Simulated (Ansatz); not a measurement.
**HSeO+: functionals against CCSD(T) at one geometry**

One table from this session's results is given with a row withheld; the runs are named, their logs left out.

Method: single points in def2-TZVPP; program: Ansatz 0.2.0, Gaussian basis.

Cores are frozen in the correlated methods. Filled d shells of the heavier atoms are correlated.

## The system as given

SMILES `[OH+]=[Se]`, 3 atoms, charge 1, spin multiplicity 1.

Atoms are counted from 1 here; the program's logs count them from 0.

Bond lengths: O1–Se2 1.585 Å, O1–H3 1.043 Å. Angles: Se2–O1–H3 121.1°.

As a file:

```xyz
3
charge 1, multiplicity 1
O     0.12230   -0.45300    0.00480
Se    0.66860    0.96070    0.46950
H    -0.77070   -0.53640   -0.52730
```

Set-up of the first run:

Input file run/in.yaml:

```yaml
crystal:
  periodic: [false, false, false]
  atoms:
    - {symbol: O, position_ang: [0.122300, -0.453000, 0.004800]}
    - {symbol: Se, position_ang: [0.668600, 0.960700, 0.469500]}
    - {symbol: H, position_ang: [-0.770700, -0.536400, -0.527300]}
basis:
  gaussian: {orbitals: def2-TZVPP}
total_charge: 1
correlation: {method: ccsd_t}
output: {forces: true}
```

The command line of these runs was not kept.

Among the steps run: CCSD(T)/def2-TZVPP; PBE0-D4/def2-TZVPP; wB97M-V/def2-TZVPP; r2SCAN-D4/def2-TZVPP; PBE-D4/def2-TZVPP; r2SCAN0-D4/def2-TZVPP; BLYP-D4/def2-TZVPP.

One of the session's tables, all rows but one given; the rest of the session is left out.

| method | RMS force component (eV/Å) | angle to CCSD(T) forces (°) |
| --- | --- | --- |
| CCSD(T) | 2.905 | reference |
| PBE0-D4 | 2.641 | 2.5 |
| wB97M-V | ? | ? |
| r2SCAN-D4 | 2.762 | 0.9 |
| PBE-D4 | 2.991 | 6.0 |
| r2SCAN0-D4 | 2.525 | 6.0 |
| BLYP-D4 | 3.186 | 7.3 |

Q: Estimate the row for wB97M-V from the others.

As computed: RMS force component (eV/Å): 2.659; angle to CCSD(T) forces (°): 2.5. In the column «RMS force component (eV/Å)» it lies between PBE0-D4 (2.641) and r2SCAN-D4 (2.762).
